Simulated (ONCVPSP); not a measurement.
**Iodine: generating and testing an ONCV potential**

Task: generate the file, and judge it by its errors in other configurations, its logarithmic derivatives, its ghosts and its cutoff.

Program: ONCVPSP 4.0.1. Reference atom: Wu-Cohen, scalar-relativistic, spherical and spin-unpolarised. All values are calculated.

### 1 Starting point

Typed settings, in words:

```json
{
  "element": "iodine (I, Z = 53)",
  "type": "optimised norm-conserving Vanderbilt (ONCV)",
  "frozen core": "[Kr]",
  "valence charge": "17",
  "reference configuration": "4d10 5s1 5p6",
  "partial waves": "5s: rc 1.45 bohr, ncon 3, nbas 6, qcut 3.6 1/bohr, 2 projectors, debl 0.7 Ha; 5p: rc 2.15 bohr, ncon 4, nbas 8, qcut 3.5 1/bohr, 2 projectors, debl 3.8 Ha; 4d: rc 1.15 bohr, ncon 5, nbas 10, qcut 10.7 1/bohr, 2 projectors, debl 2.9 Ha",
  "local potential": "polynomial inside 1.05 bohr (lpopt 5, dvloc0 0 Ha)",
  "core correction": "polynomial model core, fcfact 0.2"
}
```

### 2 Generation

Input file I.dat:

```
# ATOM AND REFERENCE CONFIGURATION
# atsym  z   nc   nv     iexc    psfile
  I 53.00    8    3  -118130      upf
#
#   n    l    f
    1    0    2.00
    2    0    2.00
    2    1    6.00
    3    0    2.00
    3    1    6.00
    3    2   10.00
    4    0    2.00
    4    1    6.00
    4    2   10.00
    5    0    1.00
    5    1    6.00
#
# PSEUDOPOTENTIAL AND OPTIMIZATION
# lmax
    2
#
#   l,   rc,      ep,       ncon, nbas, qcut
    0    1.45    0.00    3    6    3.60
    1    2.15    0.00    4    8    3.50
    2    1.15    0.00    5   10   10.70
#
# LOCAL POTENTIAL
# lloc, lpopt,  rc(5),   dvloc0
    4    5    1.05    0.00
#
# VANDERBILT-KLEINMAN-BYLANDER PROJECTORs
# l, nproj, debl
    0    2    0.70
    1    2    3.80
    2    2    2.90
#
# MODEL CORE CHARGE
# icmod, fcfact, rcfact
    1    0.20    0.00
#
# LOG DERIVATIVE ANALYSIS
# epsh1, epsh2, depsh
   -3.00    5.00    0.02
#
# OUTPUT GRID
# rlmax, drl
    6.00    0.01
#
# TEST CONFIGURATIONS
# ncnf
    4
# nvcnf
#   n    l    f
    3
    4    2   10.00
    5    0    2.00
    5    1    5.00
#
    3
    4    2   10.00
    5    0    2.00
    5    1    4.00
#
    3
    4    2   10.00
    5    0    2.00
    5    1    3.00
#
    3
    4    2   10.00
    5    0    1.00
    5    1    5.00
#
```

On the command line:

```console
oncvpsp.x < I.dat > I.out
```

Before running it: what results should come out? Wanted: cutoffs for 1 and 0.1 mHa per electron, occupied waves; bound ghosts; GHOST(+) flags; largest miss of a reference level; largest test error; largest phase difference near zero energy, channels read; rms error of d²Exc/dn², without and with the model core.

As calculated:

| quantity | value |
| --- | --- |
| cutoffs for 1 and 0.1 mHa per electron, occupied waves | 51 Ha and 74 Ha |
| bound ghosts | s at -114.33 eV |
| GHOST(+) flags | p at 32 eV, d at 2595 eV |
| largest miss of a reference level | 47 meV (4d) |
| largest test error (AE − PS) | -5.6 meV, for 4d10 5s2 5p3 |
| largest phase difference near zero energy, channels read | 0.002 rad |
| rms error of d²Exc/dn², without and with the model core | 5.42 and 1.79 mHa |

**Reading.** A bound ghost (s) makes it unfit for use: electrons can fall into a state that the atom doesn't have. Already in the reference configuration the 4d level is off by 47 meV. By total energies transferability is good: the largest error is 5.6 meV on 20.6 eV, for 4d10 5s2 5p3. Atomic tests can pass in spite of a ghost, since they solve only for the levels asked. It counts as hard, with 51 Ha needed at the looser tolerance. At the looser tolerance the 4d wave is the slowest; 5s needs 15 Ha. Near zero energy the phases of the channels with partial waves agree within 0.002 rad. The program also flags highly localised states, GHOST(+) (p, d).
